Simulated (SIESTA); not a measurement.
**Ni3Pt under changes of volume**

One of the cells (12.143 Å³/atom); the others are scaled copies at fixed shape and fractional positions:

```xyz
4
Lattice="3.6486 0.0000 0.0000 0.0000 3.6486 0.0000 0.0000 0.0000 3.6486" Properties=species:S:1:pos:R:3 pbc="T T T"
Pt    0.0000    0.0000    0.0000
Ni    1.8243    1.8243    0.0000
Ni    0.0000    1.8243    1.8243
Ni    1.8243    0.0000    1.8243
```

The cell comes from a database or a generator and needn't be the stable form of this composition.

- Program: SIESTA 5.4.2
- Functional: PBEsol
- Potentials or basis: PseudoDojo 0.4 standard (PBEsol files)
- Basis: DZP (energy shift 0.003 Ry; two zetas on semicore shells)
- Grid cutoff: 800 Ry
- Energy shift: 0.003 Ry
- k mesh: 7 × 7 × 7
- Occupations: fermi-dirac, width 0.05 eV
- Spin: collinear spin, ferromagnetic start
- Starting moments: [0.0, 1.0, 1.0, 1.0] μB

```csv
volume (Å³/atom),energy over the lowest point (meV/atom),pressure (GPa),moment (μB per cell)
11.190,17.34,11.5,2.02
11.428,4.39,6.2,2.05
11.666,0.00,-0.1,2.09
12.143,15.42,-8.7,2.23
12.381,?,?,?
12.619,52.01,-16.0,2.43
```

**Question.** What does the run at 12.381 Å³/atom give?

**Answer.** Energy over the lowest point 31.03 meV/atom; pressure -12.0 GPa; moment 2.33 μB per cell.

Worked out: A Birch-Murnaghan fit of order 3 (a polynomial in V^(-2/3)) to the other rows has its minimum at 11.65 Å³/atom with B0 = V·E''(V) = 265 GPa (rough, since the energies scatter). It gives 31.49 meV/atom at 12.381 Å³/atom, against the run's 31.03, and -dE/dV = -12.5 GPa, against -12.0. A parabola through the other rows of the moment, of slope 0.423 μB per Å³/atom there, gives 2.32 μB, against the run's 2.33.

Energies are extrapolated to zero smearing.

Caveats: short orbitals over semicore shells can move pressures by several GPa; the basis of atomic orbitals isn't converged, which shifts pressures, moduli and gaps.
